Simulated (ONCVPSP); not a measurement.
# Pseudopotential generation for oxygen: ONCV, PBE

Aim: build the potential from the settings below, then test how well it stands in for the atom: other configurations, scattering, ghost states and the plane-wave cutoff that it needs.

Program: ONCVPSP 4.0.1. Reference atom: PBE, scalar-relativistic, spherical and spin-unpolarised. All values are calculated.

### Step 1. The design

Typed settings, in words:

| Item | Value |
| --- | --- |
| element | oxygen (O, Z = 8) |
| type | optimised norm-conserving Vanderbilt (ONCV) |
| frozen core | [He] |
| valence charge | 6 |
| reference configuration | 2s1 2p5 |
| partial waves | 2s: rc 0.70 bohr, ncon 5, nbas 10, qcut 7.7 1/bohr, 2 projectors, debl 3.9 Ha; 2p: rc 1.55 bohr, ncon 3, nbas 6, qcut 8.5 1/bohr, 3 projectors, debl 0.7 Ha; d scattering state at 0.04 Ha: rc 1.60 bohr, ncon 4, nbas 9, qcut 7.1 1/bohr, 1 projector |
| local potential | polynomial inside 0.60 bohr (lpopt 5, dvloc0 3 Ha) |
| core correction | Teter function, fcfact 2, rcfact 1.4 |

The outer shells as boxes (Hund's rule for the drawing; the calculation is spin-unpolarised):

```
[He] core
2s [↑ ]
2p [↑↓][↑↓][↑ ]
```

An earlier all-electron run gives the scale for the radii.

All-electron outer shells of the reference configuration (PBE, scalar-relativistic, ld1.x):

```tsv
shell	level (eV)	outermost node (bohr)	outermost maximum (bohr)
1s	-515.42	–	0.13
2s	-24.42	0.28	0.87
2p	-9.45	–	0.82
```

### Step 2. Generating the potential

Contents of O.dat:

```
# ATOM AND REFERENCE CONFIGURATION
# atsym  z   nc   nv     iexc    psfile
  O 8.00    1    2        4      upf
#
#   n    l    f
    1    0    2.00
    2    0    1.00
    2    1    5.00
#
# PSEUDOPOTENTIAL AND OPTIMIZATION
# lmax
    2
#
#   l,   rc,      ep,       ncon, nbas, qcut
    0    0.70    0.00    5   10    7.70
    1    1.55    0.00    3    6    8.50
    2    1.60    0.04    4    9    7.10
#
# LOCAL POTENTIAL
# lloc, lpopt,  rc(5),   dvloc0
    4    5    0.60    3.00
#
# VANDERBILT-KLEINMAN-BYLANDER PROJECTORs
# l, nproj, debl
    0    2    3.90
    1    3    0.70
    2    1    2.80
#
# MODEL CORE CHARGE
# icmod, fcfact, rcfact
    3    2.00    1.40
#
# LOG DERIVATIVE ANALYSIS
# epsh1, epsh2, depsh
   -2.00    5.00    0.02
#
# OUTPUT GRID
# rlmax, drl
    6.00    0.01
#
# TEST CONFIGURATIONS
# ncnf
    4
# nvcnf
#   n    l    f
    2
    2    0    2.00
    2    1    4.00
#
    2
    2    0    2.00
    2    1    3.00
#
    2
    2    0    2.00
    2    1    2.00
#
    2
    2    0    0.00
    2    1    6.00
#
```

The run is started by

```sh
$ oncvpsp.x < O.dat > O.out
```

Before running it: what results should come out? Wanted: cutoffs for 1 and 0.1 mHa per electron, occupied waves; bound ghosts; GHOST(+) flags; largest test error; largest phase difference near zero energy, channels read; rms error of d²Exc/dn², without and with the model core.

The runs gave:

| quantity | value |
| --- | --- |
| cutoffs for 1 and 0.1 mHa per electron, occupied waves | 70 Ha and 236 Ha |
| bound ghosts | none found |
| GHOST(+) flags | none at low energy |
| largest test error (AE − PS) | +520 meV, for 2s2 2p2 |
| largest phase difference near zero energy, channels read | 0.000 rad |
| rms error of d²Exc/dn², without and with the model core | 1.81 and 1.81 mHa |

What this shows: The worst unpolarised test, 2s2 2p2, is off by 520 meV on 35.1 eV; by total energies transferability rates as poor. By its cutoff, 70 Ha for the looser tolerance, it is very hard. The tighter tolerance needs 236 Ha, and converged work needs a cutoff nearer that. At the looser tolerance the 2s wave is the slowest; 2p needs 26 Ha. It is free of bound ghosts as far as tested. Near zero energy the phases of the channels with partial waves agree within 0.001 rad.
